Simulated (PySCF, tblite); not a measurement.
# C5H13NO3Si: geometry, infrared bands and NMR shifts

Wanted: the infrared bands and NMR shifts of C5H13NO3Si (`CN[Si@@H]1OCC[C@@H](OC)O1`), by calculation.

The runs use tblite 0.8.0 and PySCF 2.14.0, with density-fitted response routines of our own; the level of theory stands in each step. All values are computed, except where a source is named. Atoms are numbered from 0 throughout.

## 1. Starting geometry

23 atoms, charge 0, multiplicity 1; geometry from: force field or distance geometry start.

Bonds of the start (Å): C0–N1 1.43, N1–Si2 1.79, Si2–O3 1.71, O3–C4 1.39, C4–C5 1.51, C5–C6 1.52, C6–O7 1.37, O7–C8 1.37, C6–O9 1.40, O9–Si2 1.71, C0–H10 1.08, C0–H11 1.14, C0–H12 1.14, N1–H13 1.03, Si2–H14 1.49, C4–H15 1.09, C4–H16 1.13, C5–H17 1.11, C5–H18 1.10, C6–H19 1.11, C8–H20 1.12, C8–H21 1.10, C8–H22 1.12.

## 2. Optimising the geometry with GFN2-xTB

The job: settings as JSON, then the geometry in Å.

```
{"job": {"kind": "relax", "xc": "GFN2-xTB", "basis": "xTB"}, "charge": 0, "multiplicity": 1}
C     -3.328200     0.673600     0.827600
N     -2.829500    -0.474700     0.140800
Si    -1.069000    -0.425700    -0.197300
O     -0.499400    -2.004100    -0.509400
C      0.877800    -1.908600    -0.692800
C      1.573100    -1.313900     0.506900
C      1.178600     0.135700     0.723400
O      1.326000     0.850200    -0.438300
C      2.226200     1.880500    -0.395200
O     -0.167200     0.197500     1.109700
H     -2.569400     1.348700     1.202600
H     -4.072600     1.189100     0.143100
H     -3.967500     0.297800     1.697800
H     -3.319800    -0.568700    -0.761200
H     -0.816600     0.429400    -1.393100
H      1.298600    -2.877000    -0.980900
H      1.009600    -1.173500    -1.547300
H      1.304600    -1.961100     1.369300
H      2.665100    -1.387000     0.364800
H      1.823400     0.505900     1.550100
H      2.226100     2.370800    -1.400800
H      3.245300     1.587700    -0.098500
H      1.880000     2.654400     0.334700
```

Command:

```bash
$ OMP_NUM_THREADS=1 python probes_run.py task.json out
```

One launch serves the whole session: the jobs run in the order shown.

**Question.** This job is followed by: GFN2-xTB harmonic vibrations, gas phase; GIAO PBE0/pcSseg-1 NMR shielding, non-relativistic, gas phase. What will the session give for the following? strongest single infrared mode (GFN2-xTB); zero-point energy (GFN2-xTB); 13C shifts against TMS (PBE0/pcSseg-1); 1H shifts against TMS (PBE0/pcSseg-1, means over atoms taken as alike); 15N shifts against NH3 (PBE0/pcSseg-1); 29Si shifts against TMS (PBE0/pcSseg-1); 17O shifts against H2O (PBE0/pcSseg-1).

The runs gave:

| quantity | value |
| --- | --- |
| strongest single infrared mode (GFN2-xTB) | 1145 cm⁻¹, 439 km/mol |
| zero-point energy (GFN2-xTB) | 116.6 kcal/mol |
| 13C shifts against TMS (PBE0/pcSseg-1) | 100.6, 60.5, 57.0, 40.9, 28.1 ppm |
| 1H shifts against TMS (PBE0/pcSseg-1, means over atoms taken as alike) | 5.09, 5.09, 4.85, 3.99, 3.75, 2.68, 2.26, 1.52, 0.34 ppm |
| 15N shifts against NH3 (PBE0/pcSseg-1) | 32.2 ppm |
| 29Si shifts against TMS (PBE0/pcSseg-1) | -41.8 ppm |
| 17O shifts against H2O (PBE0/pcSseg-1) | 101.7, 79.8, 46.0 ppm |

What this shows: Over 119 steps the energy fell by 1.248 eV; of the close pairs, N1–Si2 changed most, 1.793 to 1.709 Å. No mode is imaginary among the 63: a minimum at this level. The strongest single mode, at 1145 cm⁻¹, is carried by O3, C4, C6, O9. Unscaled tight-binding wavenumbers are off by several per cent, some by more. Its intensities can rank the bands wrongly. The most deshielded hydrogen is H19 (hydrogen on an sp3 carbon bearing two oxygens), at 5.09 ppm: its carbon carries O, which withdraws density. At PBE0/pcSseg-1: The largest span, 156 ppm, is at O9, where the paramagnetic term is -168 ppm.
